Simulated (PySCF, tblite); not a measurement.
# C6H14BFO: geometry, infrared bands and NMR shifts

What infrared bands and NMR shifts should C6H14BFO (`[BH3-][O+](C)[C@H](CF)CC=C`) show?

Computed with tblite 0.8.0 and PySCF 2.14.0, with density-fitted response routines of our own, on a single molecule in the gas phase. Atoms are numbered from 0 throughout.

### Step 1. The starting structure

23 atoms, charge 0, multiplicity 1; geometry from: force field or distance geometry start.

Bonds of the start (Å): B0–O1 1.49, O1–C2 1.44, O1–C3 1.45, C3–C4 1.55, C4–F5 1.38, C3–C6 1.54, C6–C7 1.51, C7–C8 1.33, B0–H9 1.19, B0–H10 1.20, B0–H11 1.19, C2–H12 1.11, C2–H13 1.11, C2–H14 1.10, C3–H15 1.13, C4–H16 1.10, C4–H17 1.12, C6–H18 1.10, C6–H19 1.11, C7–H20 1.09, C8–H21 1.08, C8–H22 1.10.

### Step 2. Optimising the geometry with GFN2-xTB

Job settings and geometry (Å):

```
{"job": {"kind": "relax", "xc": "GFN2-xTB", "basis": "xTB"}, "charge": 0, "multiplicity": 1}
B     -1.703800    -1.093000    -0.476700
O     -0.432900    -0.790300     0.246900
C     -0.520000    -1.243000     1.609700
C      0.001000     0.591200     0.183000
C     -1.096400     1.642500     0.481400
F     -0.523400     2.892800     0.619900
C      0.701000     0.878600    -1.160800
C      1.754500    -0.150800    -1.478000
C      2.891900    -0.249200    -0.787900
H     -1.864600    -2.271600    -0.560200
H     -2.662500    -0.634700     0.089000
H     -1.685700    -0.668600    -1.585800
H     -0.754500    -2.329100     1.656500
H     -1.310000    -0.699400     2.178100
H      0.440300    -1.112400     2.134200
H      0.787400     0.762700     0.973300
H     -1.641200     1.412200     1.411800
H     -1.826900     1.691000    -0.361000
H     -0.045500     0.899400    -1.973400
H      1.183500     1.881000    -1.122800
H      1.580000    -0.821200    -2.314900
H      3.625500    -0.991100    -1.054300
H      3.097300     0.430400     0.054300
```

Command:

```console
OMP_NUM_THREADS=1 python probes_run.py task.json out
```

The driver reads the jobs from task.json and runs them one after another.

**Question.** This job is followed by: GFN2-xTB harmonic vibrations, gas phase; GIAO PBE0/pcSseg-1 NMR shielding, non-relativistic, gas phase. What will the session give for the following? strongest single infrared mode (GFN2-xTB); zero-point energy (GFN2-xTB); 13C shifts against TMS (PBE0/pcSseg-1); 1H shifts against TMS (PBE0/pcSseg-1, means over atoms taken as alike); 11B shifts against BF3·OEt2 (PBE0/pcSseg-1); 17O shifts against H2O (PBE0/pcSseg-1); 19F shifts against CFCl3 (PBE0/pcSseg-1); surface potential, 1st and 99th percentile.

**Answer**, as computed:

| quantity | value |
| --- | --- |
| strongest single infrared mode (GFN2-xTB) | 2454 cm⁻¹, 251 km/mol |
| zero-point energy (GFN2-xTB) | 119.3 kcal/mol |
| 13C shifts against TMS (PBE0/pcSseg-1) | 144.0, 123.9, 91.2, 82.5, 67.2, 40.2 ppm |
| 1H shifts against TMS (PBE0/pcSseg-1, means over atoms taken as alike) | 6.44, 5.50, 5.45, 5.18, 4.91, 3.76, 3.39, 3.26, 2.85, 2.22 ppm |
| 11B shifts against BF3·OEt2 (PBE0/pcSseg-1) | -3.9 ppm |
| 17O shifts against H2O (PBE0/pcSseg-1) | 20.5 ppm |
| 19F shifts against CFCl3 (PBE0/pcSseg-1) | -268.8 ppm |
| surface potential, 1st and 99th percentile | -1.19 V and 1.38 V |

Relaxing lowered the energy by 0.407 eV in 132 steps; the close pair that moved most is B0–O1, from 1.493 to 1.666 Å. No mode is imaginary among the 63: a minimum at this level. The strongest single mode, at 2454 cm⁻¹, moves mainly H10. GFN2-xTB is a fitted tight-binding method: band positions and strengths are rough. Its intensities can rank the bands wrongly. C7 (alkene CH) lies farthest downfield among carbon, at 144.0 ppm; the olefinic region. The most deshielded hydrogen is H20 (hydrogen on an alkene CH), at 6.44 ppm: a vinylic proton, deshielded by the sp2 carbon and the C=C anisotropy. At PBE0/pcSseg-1: The widest tensor belongs to C7: span 250 ppm, with a paramagnetic part of -213 ppm.
